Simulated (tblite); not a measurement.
# C6H15GeN: the cost of one run

Computed with tblite 0.8.0 and PySCF 2.14.0, with density-fitted response routines of our own, on a single molecule in the gas phase. Atoms are numbered from 0 throughout.

### Step 1. The molecule as given

23 atoms, charge 0, multiplicity 1; geometry from: force field or distance geometry start.

Bonds of the start (Å): C0–C1 1.33, C1–Ge2 1.89, Ge2–C3 1.97, Ge2–C4 1.92, C4–C5 1.53, C4–C6 1.50, C6–N7 1.47, C0–H8 1.09, C0–H9 1.08, C1–H10 1.11, Ge2–H11 1.57, C3–H12 1.10, C3–H13 1.11, C3–H14 1.09, C4–H15 1.13, C5–H16 1.11, C5–H17 1.10, C5–H18 1.11, C6–H19 1.09, C6–H20 1.13, N7–H21 1.05, N7–H22 1.05.

### Step 2. Relaxing the molecule with GFN2-xTB

What the job is given:

```
{"job": {"kind": "relax", "xc": "GFN2-xTB", "basis": "xTB"}, "charge": 0, "multiplicity": 1}
C      2.441300    -1.601700    -0.502000
C      1.776000    -1.133800     0.553400
Ge     0.726200     0.437500     0.574900
C      1.587300     1.933700    -0.372800
C     -1.050200     0.245500    -0.139600
C     -1.112700     0.106300    -1.660200
C     -1.909700    -0.776100     0.541700
N     -2.114800    -0.485400     1.965200
H      2.416400    -1.105200    -1.471400
H      3.018800    -2.512500    -0.425600
H      1.866400    -1.716600     1.490500
H      0.548000     0.947700     2.049300
H      2.678800     1.916500    -0.212300
H      1.137700     2.868500     0.031200
H      1.275000     1.893300    -1.420000
H     -1.568500     1.232800     0.065700
H     -1.154800     1.133100    -2.084600
H     -0.250700    -0.449700    -2.054800
H     -2.089600    -0.359800    -1.902300
H     -1.633300    -1.818800     0.362600
H     -2.938000    -0.649800     0.092400
H     -1.223500    -0.592800     2.504100
H     -2.430900     0.514100     2.024800
```

The run is started by

```bash
$ OMP_NUM_THREADS=1 python probes_run.py task.json out
```

One launch serves the whole session: the jobs run in the order shown.

**Question.** How long does this first job take on 1 thread of Intel Xeon Platinum 8375C at 2.90GHz, shared host?

About 1.8 s.
